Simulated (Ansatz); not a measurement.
**TaN (septet): wave-function methods side by side, def2-QZVPP**

One table from this session's results is given with a row withheld; the runs are named, their logs left out.

Computed with Ansatz 0.2.0, Gaussian basis. Level: def2-QZVPP, core rule «outside noble gas», up to 5 orbitals frozen.

The runs, in order: UHF; ROHF; CCSD(T) on UHF.

## What is computed

The geometry is a PBE0/def2-TZVP stationary point (not a proven minimum) of the parent state, kept for this charge and spin. No spin-orbit coupling is included. Elements past krypton take def2 core potentials.

2 atoms, charge 0, spin multiplicity 7.

Atoms are counted from 1 here; the program's logs count them from 0.

Bond lengths: Ta1–N2 1.820 Å.

Set-up of the first run:

Input file in.yaml:

```yaml
crystal:
  periodic: [false, false, false]
  atoms:
    - {symbol: Ta, position_ang: [0.000000, 0.000000, 0.000000]}
    - {symbol: N, position_ang: [0.000000, 0.000000, 1.819600]}
basis:
  gaussian: {orbitals: "def2-QZVPP.json"}
magnetization: {spin_polarized: true, initial_magnetization: 6}
hamiltonian: {xc: hf}
output: {orbitals: {seedname: orbitals}}
```

Command:

```console
$ ansatz run in.yaml --threads 1 --pin off --events-out ev --progress --plain --max-ram 4096MiB --backend cpu
```

Among the steps run: UHF; ROHF; CCSD(T) on UHF.

One of the session's tables, all rows but one given; the rest of the session is left out.

It belongs to the step «Misses and costs». 

```
  method  from UCCSD(T) (meV)
    ROHF              +6737.1
     UHF              +6500.5
    UMP2                    ?
   UCCSD               +287.8
UCCSD(T)                    0
```

Estimate the missing values for UMP2.

The run gave: from UCCSD(T) (meV): +865.7. In the column «from UCCSD(T) (meV)» it lies between UCCSD (+287.8) and UHF (+6500.5).

To keep in mind: Warnings: coupled cluster took another determinant than the lowest.
